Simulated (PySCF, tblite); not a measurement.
# C8H14: geometry, infrared bands and NMR shifts

What infrared bands and NMR shifts should C8H14 (`C=C=C(CC)CCC`) show?

The runs use tblite 0.8.0 and PySCF 2.14.0, with density-fitted response routines of our own; the level of theory stands in each step. All values are computed, except where a source is named. Atoms count from 0, in the outputs and in this text.

### 1 The starting structure

22 atoms, charge 0, multiplicity 1; geometry from: force field or distance geometry start.

Bonds of the start (Å): C0–C1 1.31, C1–C2 1.31, C2–C3 1.45, C3–C4 1.49, C2–C5 1.49, C5–C6 1.52, C6–C7 1.51, C0–H8 1.06, C0–H9 1.06, C3–H10 1.11, C3–H11 1.14, C4–H12 1.11, C4–H13 1.13, C4–H14 1.10, C5–H15 1.09, C5–H16 1.12, C6–H17 1.11, C6–H18 1.11, C7–H19 1.12, C7–H20 1.11, C7–H21 1.09.

### 2 Geometry optimisation with GFN2-xTB

Job settings and geometry (Å):

```
{"job": {"kind": "relax", "xc": "GFN2-xTB", "basis": "xTB"}, "charge": 0, "multiplicity": 1}
C      1.027200     2.160900    -0.321700
C      0.758800     0.884700    -0.213200
C      0.529800    -0.398200    -0.087600
C      1.656500    -1.294700    -0.215400
C      2.927800    -0.546700    -0.434900
C     -0.892400    -0.768100     0.139400
C     -1.805600     0.446300     0.203400
C     -3.235300     0.026800     0.451400
H      1.253900     2.663700     0.585300
H      0.961400     2.550900    -1.300400
H      1.570700    -2.056200    -1.014200
H      1.773000    -1.843100     0.772500
H      3.758500    -1.046700     0.102300
H      3.226900    -0.530600    -1.526300
H      2.830100     0.506700    -0.116800
H     -1.301400    -1.483400    -0.578300
H     -0.940700    -1.227500     1.164200
H     -1.823400     0.985300    -0.767400
H     -1.488300     1.178600     0.971000
H     -3.654700    -0.146600    -0.577500
H     -3.786500     0.857700     0.943800
H     -3.356800    -0.900400     1.018200
```

On the command line:

```sh
$ OMP_NUM_THREADS=1 python probes_run.py task.json out
```

This one command runs all jobs of the session in turn.

**Question.** This job is followed by: GFN2-xTB harmonic vibrations, gas phase; GIAO PBE0/pcSseg-1 NMR shielding, non-relativistic, gas phase. What will the session give for the following? strongest single infrared mode (GFN2-xTB); zero-point energy (GFN2-xTB); 13C shifts against TMS (PBE0/pcSseg-1); 1H shifts against TMS (PBE0/pcSseg-1, means over atoms taken as alike).

**Answer**, as computed:

| quantity | value |
| --- | --- |
| strongest single infrared mode (GFN2-xTB) | 2956 cm⁻¹, 83 km/mol |
| zero-point energy (GFN2-xTB) | 122.1 kcal/mol |
| 13C shifts against TMS (PBE0/pcSseg-1) | 217.0, 113.2, 83.2, 38.9, 29.5, 25.6, 16.7, 14.2 ppm |
| 1H shifts against TMS (PBE0/pcSseg-1, means over atoms taken as alike) | 5.07, 1.92, 1.81, 1.53, 1.15, 1.07 ppm |

In words: Over 69 steps the energy fell by 0.841 eV; of the close pairs, C2–C3 changed most, 1.446 to 1.511 Å. All 60 modes are real, so the xTB geometry is a minimum. The strongest single mode, at 2956 cm⁻¹, moves mainly H10. Unscaled tight-binding wavenumbers are off by several per cent, some by more. Its intensities can rank the bands wrongly. C1 (central carbon of an allene) lies farthest downfield among carbon, at 217.0 ppm; the central sp carbon of an allene is among the most deshielded carbons of hydrocarbons. H8, H9 (mean) (hydrogen on a terminal carbon of a cumulated C=C=C unit) lies farthest downfield among hydrogen, at 5.07 ppm; olefinic region. At PBE0/pcSseg-1: The widest tensor belongs to C0: span 161 ppm, with a paramagnetic part of -161 ppm.
